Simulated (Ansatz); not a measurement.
# Cl2F2H6OSi2: the cost of one run

Computed with Ansatz 0.2.0, Gaussian basis. Level: wB97X-V/6-31G.

2 further runs of the same task are left out: 2 that didn't finish.

**1. Where the work starts**

The start, a known saddle point with all atoms moved at random by about 0.06 Å a coordinate: 13 atoms, charge 0, spin multiplicity 1.

Atoms are counted from 1 here; the program's logs count them from 0.

Bond lengths: Si1–Si2 2.482 Å, Si1–Cl3 2.143 Å, Si1–Cl4 2.070 Å, Si1–F5 1.552 Å, Si1–F7 1.657 Å, Si2–H10 1.458 Å, Si2–H11 1.403 Å, Si2–H12 1.636 Å, H6–O9 0.856 Å, H8–O9 0.967 Å, O9–H13 1.040 Å. Angles: Si2–Si1–Cl3 81.7°, Si2–Si1–Cl4 116.9°, Si2–Si1–F5 128.9°, Si2–Si1–F7 88.4°, Cl3–Si1–Cl4 93.3°, Cl3–Si1–F5 92.6°, Cl3–Si1–F7 170.0°, Cl4–Si1–F5 114.1°, Cl4–Si1–F7 90.2°, F5–Si1–F7 94.5°, Si1–Si2–H10 86.9°, Si1–Si2–H11 126.4°, Si1–Si2–H12 114.5°, H10–Si2–H11 115.6°, H10–Si2–H12 114.3°, H11–Si2–H12 99.9°, H6–O9–H8 107.6°, H6–O9–H13 110.9° and more.

As a file:

```
Si   -0.6789   -0.7717    0.6068
Si   -0.0910    0.2496   -1.5771
Cl   -0.0144   -2.5450   -0.3960
Cl   -2.6145   -1.4747    0.8212
F     0.2314   -1.0396    1.8349
H     0.4938    1.4941    1.3266
F    -1.1595    0.7266    1.1254
H     0.8263    0.6802    0.1450
O     1.1648    1.1628    0.9117
H    -1.3641   -0.2625   -2.0692
H     0.1516    1.6095   -1.8213
H     1.2220   -0.4060   -2.3000
H     1.7194    0.5443    1.5375
```

**2. The search**

run/in.yaml

```yaml
crystal:
  periodic: [false, false, false]
  atoms:
    - {symbol: Si, position_ang: [-0.678891, -0.771702, 0.606815]}
    - {symbol: Si, position_ang: [-0.090994, 0.249642, -1.577096]}
    - {symbol: Cl, position_ang: [-0.014370, -2.545047, -0.396017]}
    - {symbol: Cl, position_ang: [-2.614487, -1.474748, 0.821160]}
    - {symbol: F, position_ang: [0.231438, -1.039600, 1.834905]}
    - {symbol: H, position_ang: [0.493834, 1.494054, 1.326579]}
    - {symbol: F, position_ang: [-1.159544, 0.726642, 1.125386]}
    - {symbol: H, position_ang: [0.826259, 0.680171, 0.145038]}
    - {symbol: O, position_ang: [1.164847, 1.162843, 0.911746]}
    - {symbol: H, position_ang: [-1.364074, -0.262528, -2.069213]}
    - {symbol: H, position_ang: [0.151585, 1.609495, -1.821317]}
    - {symbol: H, position_ang: [1.221997, -0.405953, -2.299986]}
    - {symbol: H, position_ang: [1.719364, 0.544317, 1.537531]}
basis:
  gaussian: {orbitals: 6-31G}
hamiltonian: {xc: {name: wB97X-V}}
saddle:
  f_tol: 0.02
  max_steps: 40
  mode_guess:
    - [-0.0187, 0.0107, 0.1845]
    - [0.1635, 0.1506, 0.0215]
    - [0.0170, 0.1867, -0.0421]
    - [-0.0295, -0.0394, -0.0525]
    - [-0.0727, -0.0716, 0.1032]
    - [0.2404, 0.1705, -0.0013]
    - [-0.0994, -0.0808, -0.0825]
    - [-0.4507, -0.4438, -0.4087]
    - [0.1974, 0.0214, 0.0863]
    - [0.1274, -0.0897, 0.2438]
    - [-0.1050, 0.0963, -0.1068]
    - [0.0558, 0.0673, -0.0090]
    - [-0.0255, 0.0218, 0.0637]
```

The run is started by

```
ansatz run in.yaml --threads 4 --pin off --events-out ev --progress --plain --max-ram 66560MiB --backend cpu
```

**Question.** How long does this run take on 4 threads of AMD EPYC 7R13, shared host?

About 11 min.
